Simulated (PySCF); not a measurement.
**C₃H₁₂N₂Si: electronic excitations**

Aim: predict the electronic excitations of C₃H₁₂N₂Si (`CN(N)[SiH](C)C`).

Computed with PySCF 2.14.0, with density-fitted response routines of our own, on a single molecule in the gas phase. Atoms count from 0, in the outputs and in this text.

## 1. The starting structure

18 atoms, charge 0, multiplicity 1; geometry from: GFN2-xTB.

Bonds of the start (Å): C0–N1 1.44, N1–N2 1.42, N1–Si3 1.73, Si3–C4 1.89, Si3–C5 1.90, C0–H6 1.10, C0–H7 1.10, C0–H8 1.09, N2–H9 1.02, N2–H10 1.02, Si3–H11 1.48, C4–H12 1.08, C4–H13 1.08, C4–H14 1.08, C5–H15 1.08, C5–H16 1.09, C5–H17 1.09.

## 2. TDDFT and polarisability: B3LYP/def2-SVPD

The job: settings as JSON, then the geometry in Å.

```
{"job": {"kind": "uv", "xc": "B3LYP", "basis": "def2-SVPD", "nstates": 8, "ntriplets": 3}, "charge": 0, "multiplicity": 1}
C      1.885969    -0.883031    -0.208017
N      0.914779     0.179593    -0.282961
N      1.446557     1.472715    -0.064018
Si    -0.758901    -0.001923     0.130945
C     -1.641274     1.528509    -0.549562
C     -1.365436    -1.604614    -0.692225
H      2.672872    -0.724002    -0.953407
H      2.357773    -0.941620     0.782679
H      1.392804    -1.827309    -0.414259
H      2.124171     1.677215    -0.798027
H      1.937013     1.512571     0.831472
H     -1.009461    -0.108604     1.588118
H     -2.702731     1.488269    -0.329411
H     -1.526711     1.610669    -1.625311
H     -1.240807     2.433065    -0.107213
H     -2.449397    -1.639594    -0.699781
H     -1.027207    -1.678187    -1.721167
H     -1.018772    -2.487405    -0.164269
```

With the program's defaults for keys left out, this is: TDDFT B3LYP/def2-SVPD, vertical, gas phase, core orbitals frozen in the response.

Command:

```
$ OMP_NUM_THREADS=1 python probes_run.py task.json out
```

One launch serves the whole session: the jobs run in the order shown.

What will the session give for the following? lowest singlet (B3LYP/def2-SVPD); brightest single state of those computed; lowest triplet. Wanted: lowest singlet; brightest single state of those computed; lowest triplet.

As calculated:

| quantity | value |
| --- | --- |
| lowest singlet (B3LYP/def2-SVPD) | 5.51 eV (225 nm), f = 0.019 |
| brightest single state of those computed | state 4, 6.36 eV, f = 0.055 |
| lowest triplet | 5.38 eV |

In words: The first singlet state (HOMO→LUMO 0.97) lies at 5.51 eV and is weak; of the 8 states computed, the strongest absorption comes from states 6 to 7 together at 7.12 eV. The lowest triplet lies 0.13 eV below the lowest singlet (triplets in Tamm-Dancoff, singlets in full TDDFT). States above −ε(HOMO) lie where TDDFT describes them poorly and they hang on the basis; the brightest is among them.
